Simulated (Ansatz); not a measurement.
**InAsS4: one candidate of a structure search**

Aim: relax a trial structure of InAsS4 and see where it ends.

Program: Ansatz 0.2.0. Level of theory: DFT PBE, scalar-relativistic, plane waves, PAW. These are calculated values, not measurements.

### 1 The starting structure

The structure is cubic, space group F-43m (No. 216). Conventional cell: a = 8.058 Å, b = 8.058 Å, c = 8.058 Å, α = 90.00°, β = 90.00°, γ = 90.00°. In (site symmetry -43m) is surrounded by 12 S at 3.34 Å and 4 As at 3.49 Å. As (site symmetry -43m) is surrounded by 12 S at 3.34 Å and 4 In at 3.49 Å. S (site symmetry 3m) is surrounded by 6 S at 2.83 to 2.86 Å and 3 As at 3.34 Å and 3 In at 3.34 Å.

Structure file:

```cif
data_structure
_symmetry_space_group_name_H-M 'P 1'
_symmetry_Int_Tables_number 1
_cell_length_a 5.6979
_cell_length_b 5.6979
_cell_length_c 5.6979
_cell_angle_alpha 60.000
_cell_angle_beta 60.000
_cell_angle_gamma 60.000
_cell_volume 130.81
loop_
_atom_site_label
_atom_site_type_symbol
_atom_site_fract_x
_atom_site_fract_y
_atom_site_fract_z
_atom_site_occupancy
In1 In 0.75000 0.75000 0.75000 1
As1 As 0.00000 0.00000 0.00000 1
S1 S 0.87694 0.37435 0.37435 1
S2 S 0.37435 0.37435 0.37435 1
S3 S 0.37435 0.37435 0.87694 1
S4 S 0.37435 0.87694 0.37435 1
```

The cell is invented: species swapped into a database cell of TmCu4Ag (F-43m, No. 216), with In on the Tm sites, S on the Cu sites and As on the Ag sites. Lengths come from tabulated atomic sizes and are only a guess.

### 2 Probe: one point on a coarse mesh

Input file input.yaml:

```yaml
crystal:
  lattice:
    - [0.0, 4.02903322, 4.02903322]
    - [4.02903322, 0.0, 4.02903322]
    - [4.02903322, 4.02903322, 0.0]
  atoms:
    - { symbol: In, position: [0.75, 0.75, 0.75] }
    - { symbol: As, position: [0.0, 0.0, 0.0] }
    - { symbol: S, position: [0.87694487, 0.37435171, 0.37435171] }
    - { symbol: S, position: [0.37435171, 0.37435171, 0.37435171] }
    - { symbol: S, position: [0.37435171, 0.37435171, 0.87694487] }
    - { symbol: S, position: [0.37435171, 0.87694487, 0.37435171] }
basis:
  ecutwfc: 420
kpoints:
  mp_grid: { grid: [4, 4, 4] }
hamiltonian:
  xc: pbe
scf:
  occupations: { method: gaussian, width: 0.1 }
  lower_state_search: "off"
output:
  forces: true
  stress: true
  eigenvalues: true
```

Run with:

```sh
> ansatz run input.yaml --threads 1 --pin off --max-ram 2560MiB --backend cpu --events-out ev --progress --plain --runs-dir out
```

The session goes on with these runs: coarse relaxation; full relaxation.

What does the calculation give? Wanted: conventional cell; volume; energy over the elements; gap on the mesh.

As calculated:

```
                              quantity                                                                      value
symmetry at the end (tolerance 0.05 Å)                                                space group F-43m (No. 216)
                     conventional cell  a = 7.731 Å, b = 7.731 Å, c = 7.731 Å, α = 90.00°, β = 90.00°, γ = 90.00°
                                volume                                                              19.25 Å³/atom
              energy over the elements                                                              +0.85 eV/atom
                       gap on the mesh                                                               none (metal)
```

What this shows: The space group F-43m (No. 216) is kept, and the volume per atom shrinks by 11.7 % from the first guess. With a positive formation energy it can't be a ground state. No finished test with a distortion of lower symmetry is shown, so the end may be a saddle point.
